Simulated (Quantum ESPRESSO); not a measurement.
Write the native input for Quantum ESPRESSO 7.5 that does the following.

| Quantity | Value |
| --- | --- |
| Task | work function |
| Functional | PBE |
| Potentials or basis | Ansatz NC SR PBE |
| Cutoff | 1156 eV |
| Density cutoff | 4626 eV |
| k mesh | 10 × 10 × 1 |
| Occupations | fermi-dirac, width 0.05 eV |
| Spin | no spin polarisation |
| Boundary across the vacuum | none |
| Mixing mode | local-TF |
| Mixing beta | 0.3 |
| Most SCF iterations | 150 |
| SCF threshold | 6e-09 Ry |

The system is TiH5, a sheet with vacuum.

```
CELL_PARAMETERS angstrom
3.05754 0.00000 0.00000
-1.52877 2.64790 0.00000
0.00000 0.00000 30.88676
ATOMIC_POSITIONS crystal
Ti 0.66667 0.33333 0.27520
H 0.33333 0.66667 0.31005
H 0.33333 0.66667 0.24035
H 0.66667 0.33333 0.21780
H 0.66667 0.33333 0.33260
H 0.00000 0.00000 0.27520
```

The cell was built by a generator and needn't be a form met in nature.

One way to write it, as run:

pw.in

```
&CONTROL
  calculation = 'scf'
  prefix = 'pwscf'
  outdir = './tmp'
  pseudo_dir = './pseudo'
  tprnfor = .true.
  disk_io = 'low'
/
&SYSTEM
  ibrav = 0
  celldm(1) = 8
  nat = 6
  ntyp = 2
  ecutwfc = 85
  nbnd = 15
  occupations = 'smearing'
  smearing = 'fd'
  degauss = 0.00367493
/
&ELECTRONS
  conv_thr = 6d-09
  electron_maxstep = 150
  mixing_beta = 0.3
  mixing_mode = 'local-TF'
/
ATOMIC_SPECIES
Ti    47.8670 Ti.upf
H      1.0080 H.upf
CELL_PARAMETERS alat
  0.7222391518860   0.0000000000000   0.0000000000000
 -0.3611195759430   0.6254757256746   0.0000000000000
  0.0000000000000   0.0000000000000   7.2959396596308
ATOMIC_POSITIONS crystal
Ti     0.6666700000    0.3333300000    0.2752000000
H      0.3333300000    0.6666700000    0.3100500000
H      0.3333300000    0.6666700000    0.2403500000
H      0.6666700000    0.3333300000    0.2178000000
H      0.6666700000    0.3333300000    0.3326000000
H      0.0000000000    0.0000000000    0.2752000000
K_POINTS automatic
10 10 1 0 0 0
```

pp_density.in

```
&INPUTPP
  prefix = 'pwscf'
  outdir = './tmp'
  filplot = 'density.dat'
  plot_num = 0
/
&PLOT
  nfile = 1
  filepp(1) = 'density.dat'
  iflag = 3
  output_format = 6
  fileout = 'density.cube'
/
```

pp_potential.in

```
&INPUTPP
  prefix = 'pwscf'
  outdir = './tmp'
  filplot = 'potential.dat'
  plot_num = 11
/
&PLOT
  nfile = 1
  filepp(1) = 'potential.dat'
  iflag = 3
  output_format = 6
  fileout = 'potential.cube'
/
```

pp_elf.in

```
&INPUTPP
  prefix = 'pwscf'
  outdir = './tmp'
  filplot = 'elf.dat'
  plot_num = 8
/
&PLOT
  nfile = 1
  filepp(1) = 'elf.dat'
  iflag = 3
  output_format = 6
  fileout = 'elf.cube'
/
```

Potentials or basis: Ansatz NC SR PBE.

Launch:

```console
$ OMP_NUM_THREADS=1 mpirun -n 2 pw.x -nk 2 -in pw.in > pw.out
$ OMP_NUM_THREADS=1 mpirun -n 1 pp.x -in pp_density.in > pp_density.out
$ OMP_NUM_THREADS=1 mpirun -n 1 pp.x -in pp_potential.in > pp_potential.out
$ OMP_NUM_THREADS=1 mpirun -n 1 pp.x -in pp_elf.in > pp_elf.out
```

Results of the run:

The largest force is 0.006 eV/Å and the band gap on the k mesh is none (metal or under the smearing width). The work function of the upper face is 6.05 eV and the work function of the lower face is 6.05 eV.

It took 3.2 min on 2 MPI ranks on Arm Neoverse V2, with other jobs on the host, peak memory 0.74 GiB a rank.
